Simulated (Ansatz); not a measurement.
This script makes an atomisation energy of AlH3Se, SMILES [AlH2][SeH] with the Python package of Ansatz (0.2.0).

The script, `alh3se_tae.py`:
```python
from collections import Counter

import ansatz

BASIS = "def2-SVPD"
XC = "hf"


def single_point(molecule, charge=0, unpaired=0):
    calc = molecule.calculation().basis(gaussian=BASIS).functional(XC)
    if charge:
        calc = calc.charge(charge)
    if unpaired:
        calc = calc.spin("collinear", total=unpaired)
    report = calc.run(threads=1, pin="off").report
    if report["published_state_doubts"]:
        print("  doubts:", report["published_state_doubts"])
    return report["free_energy_ev"]

geometry_ang = [
    ("Al", [-0.5101, -0.5043, 0.0501]),
    ("Se", [0.458, 1.7126, 0.0236]),
    ("H", [-0.7695, -1.2472, 1.4013]),
    ("H", [-0.9782, -1.1076, -1.3338]),
    ("H", [1.8496, 1.0728, -0.1827]),
]
mol = ansatz.Crystal.molecule()
for symbol, xyz in geometry_ang:
    mol = mol.atom(symbol, xyz)

unpaired = {"Al": 1, "Se": 2, "H": 1}
counts = Counter(site.symbol for site in mol.cartesian_sites)
atom_energy = {s: single_point(ansatz.Crystal.molecule().atom(s, (0, 0, 0)), 0, unpaired[s]) for s in counts}
whole = single_point(mol, 0, 0)
for s, e in atom_energy.items():
    print(f"{s:2s} x{counts[s]}  {e:14.5f} eV")
print(f"AlH3Se: {whole:.5f} eV")
split = sum(counts[s] * e for s, e in atom_energy.items()) - whole
print(f"atomisation energy (no zero-point term): {23.060548 * split:.1f} kcal/mol, {split / sum(counts.values()):.3f} eV an atom")
```

What does it cost to take this molecule apart into atoms?

210.4 kcal/mol from the electronic energies, without the zero-point term.

The output:

```console
$ python alh3se_tae.py
Al x1     -6579.46119 eV
Se x1    -65294.59746 eV
H  x3       -13.58606 eV
AlH3Se: -71923.94232 eV
atomisation energy (no zero-point term): 210.4 kcal/mol, 1.825 eV an atom
```

Total energies depend on the basis set; only differences at equal settings carry meaning. The geometry is a force-field or estimated start, not a minimum of this method, and the basis set is short of its limit. All parts are taken at fixed geometry, without zero-point energy. Hartree-Fock leaves correlation out, so bond, atomisation and ionisation energies come out well too low. The spin-orbit lowering of heavy atoms is left out. It ran for 1.5 s on 1 thread of Arm Neoverse V2, on a shared host, peak memory 0.21 GiB.

(Lines on the test bed's own set-up are left out of the output.)
